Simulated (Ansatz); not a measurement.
# SnO2: strong compression

One table from this session's results is given with a row withheld; the runs are named, their logs left out.

Method: DFT, r2SCAN, PAW with Ansatz's default frozen-core files, scalar-relativistic, in Ansatz 0.2.0.

### The structure to begin with

The structure is tetragonal, space group P4_2/mnm (No. 136). The conventional cell has a = 4.582 Å, b = 4.582 Å, c = 3.024 Å, α = 90.00°, β = 90.00°, γ = 90.00°. Sn (site symmetry mmm) is surrounded by 6 O at 1.97 to 1.98 Å. Around O (site symmetry m2m) lie 3 Sn at 1.97 to 1.98 Å.

Structure file:

```cif
data_structure
_symmetry_space_group_name_H-M 'P4_2/mnm'
_symmetry_Int_Tables_number 136
_cell_length_a 4.5822
_cell_length_b 4.5822
_cell_length_c 3.0242
_cell_angle_alpha 90.000
_cell_angle_beta 90.000
_cell_angle_gamma 90.000
_cell_volume 63.50
loop_
_atom_site_label
_atom_site_type_symbol
_atom_site_symmetry_multiplicity
_atom_site_Wyckoff_symbol
_atom_site_fract_x
_atom_site_fract_y
_atom_site_fract_z
_atom_site_occupancy
Sn1 Sn 2 a 0.00000 0.00000 0.00000 1
O1 O 4 f 0.30500 0.30500 0.00000 1
```

The file gives the conventional cell by its symmetry; the runs use the cell typed in the input.

Whether this phase is the stable one at these pressures isn't tested.

Atoms are numbered in the order of the input: Sn1, Sn2, O3, O4, O5, O6.

The first run:

File input.yaml:

```yaml
crystal:
  lattice:
    - [4.5821571838, 0.0, 0.0]
    - [0.0, 4.5821571838, 0.0]
    - [0.0, 0.0, 3.0242237413]
  atoms:
    - { symbol: Sn, position: [0.0, 0.0, 0.0] }
    - { symbol: Sn, position: [0.5, 0.5, 0.5] }
    - { symbol: O, position: [0.305, 0.305, 0.0] }
    - { symbol: O, position: [0.695, 0.695, 0.0] }
    - { symbol: O, position: [0.805, 0.195, 0.5] }
    - { symbol: O, position: [0.195, 0.805, 0.5] }
kpoints:
  mp_grid: { grid: [7, 7, 10] }
scf:
  occupations: { method: fermi_dirac, width: 0.05 }
hamiltonian:
  xc: r2scan
  pseudopotentials: { kind: paw }
output:
  forces: true
  stress: true
relax:
  f_tol: 0.005
  max_steps: 40
  cell: {}
```

Started as:

```console
$ ansatz run input.yaml --threads 2 --pin off --max-ram 5120MiB --backend cpu --events-out ev --progress --plain --runs-dir out
```

Steps of the session up to this table: Cell relaxed at zero pressure, PAW; Volume scaled by 1, PAW; Shape and atoms relaxed at 0.94 of the volume, PAW; Volume scaled by 0.94, PAW; Shape and atoms relaxed at 0.88 of the volume, PAW; Volume scaled by 0.88, PAW; Shape and atoms relaxed at 0.8 of the volume, PAW; Volume scaled by 0.8, PAW; Shape and atoms relaxed at 0.72 of the volume, PAW; More of the same log: shape and atoms relaxed at 0.72 of the volume; Volume scaled by 0.72, PAW; Shape and atoms relaxed at 0.62 of the volume, PAW; Volume scaled by 0.62, PAW; Volume scaled by 0.62, PAW (cutoff 800 eV).

One table of the session follows, with a row left open; its other results are not shown here.

| method | volume over the first | volume (Å³/atom) | pressure (GPa) | gap on the k mesh (eV) | largest force (eV/Å) |
| --- | --- | --- | --- | --- | --- |
| PAW | 1 | 12.087 | 0.00 | 1.77 | 0.001 |
| PAW | 0.94 | ? | ? | ? | ? |
| PAW | 0.88 | 10.636 | 35.59 | 3.33 | 0.001 |
| PAW | 0.8 | 9.669 | 77.28 | 4.64 | 0.003 |
| PAW | 0.72 | 8.702 | 143.05 | 5.82 | 0.003 |
| PAW | 0.62 | 7.494 | 282.09 | 6.71 | 0.001 |
| PAW (cutoff 800 eV) | 0.62 | 7.494 | 281.89 | 6.71 | 0.000 |

**Question.** Estimate the row for PAW, 0.94.

The run gave: volume (Å³/atom): 11.361; pressure (GPa): 14.71; gap on the k mesh (eV): 2.48; largest force (eV/Å): 0.000. In the column «volume (Å³/atom)» it lies between PAW, 0.88 (10.636) and PAW, 1 (12.087).
